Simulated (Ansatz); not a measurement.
This script drives Ansatz's Python interface.

The script, `spin_ch8geno.py`:
```python
'''Vertical spin-state energies of CH8GeNO(+).'''

import ansatz

system = (
    ansatz.Crystal.molecule()
    .atom('N', (-1.3627, 0.7523, 0.0417))
    .atom('C', (-0.8033, -0.5808, -0.1785))
    .atom('O', (0.1855, -0.8704, 0.785))
    .atom('Ge', (1.7816, -0.2555, 0.2095))
    .atom('H', (-2.1824, 0.8905, -0.5925))
    .atom('H', (-1.6782, 0.844, 1.0345))
    .atom('H', (-0.6467, 1.4835, -0.1688))
    .atom('H', (-1.616, -1.3299, -0.0615))
    .atom('H', (-0.4415, -0.685, -1.2284))
    .atom('H', (1.7923, 1.2945, 0.2103))
    .atom('H', (2.0783, -0.7855, -1.2173))
    .atom('H', (2.893, -0.7576, 1.166))
)

model = (
    system.calculation()
    .basis(gaussian='def2-SVPD')
    .functional('b3lyp')
    .charge(1)  # electrons removed from the neutral system
)
found = {}
for unpaired in [0, 2]:
    rep = model.spin('collinear', total=unpaired).run(threads=1).report
    s = unpaired / 2
    found[unpaired] = rep['free_energy_ev']
    print(f'2S+1 = {unpaired + 1}: E = {found[unpaired]:.5f} eV, <S^2> = {abs(rep["mean_field"]["state"]["spin_squared"]):.3f} (pure state {s * (s + 1):.2f})')
lowest = min(found, key=found.get)
for unpaired, e in found.items():
    print(f'multiplicity {unpaired + 1}: {96.485332 * (e - found[lowest]):.1f} kJ/mol above the lowest')
```

It is started by `python spin_ch8geno.py`. How long does it take on 1 thread of Arm Neoverse V1 (shared host), and how much memory does it need?

It took about 60 s, with a peak of 0.65 GiB, for 2 runs of the engine.

Output of `python spin_ch8geno.py`:
```text
2S+1 = 1: E = -61206.81358 eV, <S^2> = 0.000 (pure state 0.00)
2S+1 = 3: E = -61200.17761 eV, <S^2> = 2.010 (pure state 2.00)
multiplicity 1: 0.0 kJ/mol above the lowest
multiplicity 3: 640.3 kJ/mol above the lowest
```

In order: multiplicity 1 (+0.00 eV) and multiplicity 3 (+6.64 eV), all at the one geometry.

Total energies depend on the basis set; only differences at equal settings carry meaning. The geometry is a force-field or estimated start, not a minimum of this method, and the basis set is short of its limit. All parts are taken at fixed geometry, without zero-point energy. b3lyp holds the VWN-RPA fit, as in Gaussian; the form of ORCA and Turbomole is b3lyp5.
